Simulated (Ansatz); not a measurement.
**C₂H₅ClFNSi: up Jacob's ladder to CCSD(T)**

How much do the methods differ for C₂H₅ClFNSi? The plan is to run it at one geometry with functionals of several rungs and with coupled cluster. The yardstick is the atomisation energy at the CCSD(T) limit.

Method: functionals in def2-TZVPP, the program's frozen cores in correlated methods; program: Ansatz 0.2.0, Gaussian basis.

The runs, in order: LDA (SPW92), PBE-D4, revPBE-D4, BLYP-D4, r2SCAN-D4, B97M-V, PBE0-D4, B3LYP-D4, r2SCANh-D4, r2SCAN0-D4, HSE06-D4, BHLYP-D4, CAM-B3LYP-D4, LC-ωPBE, ωB97X-V, ωB97M-V, B2PLYP, PBE-QIDH; CCSD(T)/def2-SVP; CCSD(T)/def2-TZVPP; MP2/def2-QZVPP; extrapolation to the limit; RPA on PBE.

## Step 1: The geometry

An earlier PBE0-D4 in a triple-zeta def2 set relaxation fixed the geometry.

11 atoms, charge 0, spin multiplicity 1.

Atoms are counted from 1 here; the program's logs count them from 0.

Bond lengths: C1–C2 1.331 Å, C1–H7 1.086 Å, C1–H8 1.086 Å, C2–Si3 1.839 Å, C2–H9 1.088 Å, Si3–N4 1.694 Å, Si3–F5 1.592 Å, Si3–Cl6 2.058 Å, N4–H10 1.008 Å, N4–H11 1.007 Å. Angles: C2–C1–H7 122.0°, C2–C1–H8 121.4°, H7–C1–H8 116.5°, C1–C2–Si3 122.0°, C1–C2–H9 119.0°, Si3–C2–H9 119.0°, C2–Si3–N4 111.6°, C2–Si3–F5 112.4°, C2–Si3–Cl6 107.3°, N4–Si3–F5 105.7°, N4–Si3–Cl6 114.8°, F5–Si3–Cl6 105.0°, Si3–N4–H10 119.1°, Si3–N4–H11 120.4°, H10–N4–H11 111.4°.

## Step 2: LDA

This LDA is Slater exchange with PW92 correlation.

The input, in.yaml:

```yaml
crystal:
  periodic: [false, false, false]
  atoms:
    - {symbol: C, position_ang: [-1.133710, -1.249615, 0.740047]}
    - {symbol: C, position_ang: [-1.158891, 0.033698, 0.388570]}
    - {symbol: Si, position_ang: [0.354104, 0.922952, -0.161016]}
    - {symbol: N, position_ang: [1.588552, -0.153476, -0.594631]}
    - {symbol: F, position_ang: [0.967887, 1.842375, 0.984150]}
    - {symbol: Cl, position_ang: [-0.210861, 2.229564, -1.646813]}
    - {symbol: H, position_ang: [-2.028306, -1.778097, 1.057003]}
    - {symbol: H, position_ang: [-0.210831, -1.821943, 0.727347]}
    - {symbol: H, position_ang: [-2.104916, 0.569711, 0.415238]}
    - {symbol: H, position_ang: [2.547403, 0.151216, -0.536959]}
    - {symbol: H, position_ang: [1.455067, -0.803287, -1.352337]}
basis:
  gaussian: {orbitals: def2-TZVPP}
hamiltonian: {xc: lda}
output: {orbitals: {seedname: orbitals}}
```

Started as:

```
$ ansatz run in.yaml --threads 4 --pin off --events-out ev --progress --plain --max-ram 10444MiB
```

After this run come: PBE-D4 (GGA); revPBE-D4 (GGA); BLYP-D4 (GGA); r2SCAN-D4 (meta-GGA); B97M-V (meta-GGA); B3LYP-D4 (hybrid); r2SCANh-D4 (hybrid); r2SCAN0-D4 (hybrid); HSE06-D4 (hybrid); BHLYP-D4 (hybrid); CAM-B3LYP-D4 (range-separated); LC-ωPBE (range-separated); ωB97X-V (range-separated); ωB97M-V (range-separated); B2PLYP (double hybrid); PBE-QIDH (double hybrid); CCSD(T) in def2-SVP; CCSD(T) in def2-TZVPP; MP2 in def2-QZVPP; RPA on PBE orbitals.

**Question.** What will the summary of the whole plan be? Wanted: atomisation energy, CCSD(T)/CBS; farthest beyond LDA; mean size of error, GGA; mean size of error, meta-GGA; mean size of error, hybrid; mean size of error, range-separated; mean size of error, double hybrid; gap, smallest and largest; T1 diagnostic.

**Answer**, as computed:

| quantity | value |
| --- | --- |
| atomisation energy, CCSD(T)/CBS | 4408.8 kJ/mol |
| functionals within 22.0 kJ/mol (0.5 %) | BLYP-D4, r2SCAN-D4, B97M-V, PBE0-D4, B3LYP-D4, HSE06-D4, CAM-B3LYP-D4, ωB97X-V, ωB97M-V |
| farthest beyond LDA | BHLYP-D4 (-141.0 kJ/mol) |
| mean size of error, GGA | 42.1 kJ/mol |
| mean size of error, meta-GGA | 4.8 kJ/mol |
| mean size of error, hybrid | 43.9 kJ/mol |
| mean size of error, range-separated | 13.6 kJ/mol |
| mean size of error, double hybrid | 44.8 kJ/mol |
| gap, smallest and largest | 4.66 eV (LDA (SPW92)), 12.39 eV (LC-ωPBE) |
| T1 diagnostic | 0.0107 |
| triples share of the correlation energy | 3.8 % |

LDA overbinds by 616.3 kJ/mol (14 %). PBE-D4 is off by +80.3 kJ/mol. Double hybrids carry the basis error of their MP2 part in triple zeta, and no dispersion term here, so their miss is partly the set-up's. The rungs meta-GGA, range-separated miss on average by less than the doubt on the reference (22.0 kJ/mol), so they tie. The reference freezes the cores and leaves out relativity and excitations past (T), so misses under about 22.0 kJ/mol can't be ranked. Hartree-Fock recovers 73 % of the binding; the rest is correlation. CCSD(T) in def2-SVP is off by -312.5 kJ/mol, so the small basis spoils what the method gains. Orbital gaps span 4.7 to 12.4 eV; exact exchange widens them.
